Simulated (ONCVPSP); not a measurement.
# Ni: the cost of one run

Program: ONCVPSP 4.0.1.1 (patched build). Reference atom: PBE, scalar-relativistic, spherical and spin-unpolarised. All values are calculated.

**1. The atom and the settings**

Typed settings, in words:

| Quantity | Value |
| --- | --- |
| element | nickel (Ni, Z = 28) |
| type | optimised norm-conserving Vanderbilt (ONCV) |
| frozen core | [Ne] |
| valence charge | 18 |
| reference configuration | 3s2 3p6 3d8 4s1 (charge +1) |
| partial waves | 3s+4s: rc 1.30 bohr, ncon 4, nbas 8, qcut 11.8 1/bohr, 2 projectors; 3p: rc 0.90 bohr, ncon 3, nbas 7, qcut 15.8 1/bohr, 2 projectors, debl 1.1 Ha; 3d: rc 1.45 bohr, ncon 4, nbas 9, qcut 13.2 1/bohr, 3 projectors, debl 3.4 Ha |
| local potential | polynomial inside 0.90 bohr (lpopt 5, dvloc0 6 Ha) |
| core correction | not asked for |

The outer shells as boxes (Hund's rule for the drawing; the calculation is spin-unpolarised):

```
[Ne] core
3s [↑↓]
3p [↑↓][↑↓][↑↓]
3d [↑↓][↑↓][↑↓][↑ ][↑ ]
4s [↑ ]
```

**2. The generation run**

The input, Ni.dat:

```
# ATOM AND REFERENCE CONFIGURATION
# atsym  z   nc   nv     iexc    psfile
  Ni 28.00    3    4        4      upf
#
#   n    l    f
    1    0    2.00
    2    0    2.00
    2    1    6.00
    3    0    2.00
    3    1    6.00
    3    2    8.00
    4    0    1.00
#
# PSEUDOPOTENTIAL AND OPTIMIZATION
# lmax
    2
#
#   l,   rc,      ep,       ncon, nbas, qcut
    0    1.30    0.00    4    8   11.80
    1    0.90    0.00    3    7   15.80
    2    1.45    0.00    4    9   13.20
#
# LOCAL POTENTIAL
# lloc, lpopt,  rc(5),   dvloc0
    4    5    0.90    6.00
#
# VANDERBILT-KLEINMAN-BYLANDER PROJECTORs
# l, nproj, debl
    0    2    3.40
    1    2    1.10
    2    3    3.40
#
# MODEL CORE CHARGE
# icmod, fcfact, rcfact
    0    0.00    0.00
#
# LOG DERIVATIVE ANALYSIS
# epsh1, epsh2, depsh
   -6.00    5.00    0.04
#
# OUTPUT GRID
# rlmax, drl
    6.00    0.01
#
# TEST CONFIGURATIONS
# ncnf
    4
# nvcnf
#   n    l    f
    4
    3    0    2.00
    3    1    6.00
    3    2    8.00
    4    0    2.00
#
    4
    3    0    2.00
    3    1    6.00
    3    2    8.00
    4    0    0.00
#
    4
    3    0    2.00
    3    1    6.00
    3    2    7.00
    4    0    0.00
#
    4
    3    0    2.00
    3    1    6.00
    3    2    6.00
    4    0    0.00
#
```

Run with:

```console
oncvpsp.x < Ni.dat > Ni.out
```

**Question.** How long does this run take on 1 thread of Neoverse-V2, shared host?

About 4.2 s.
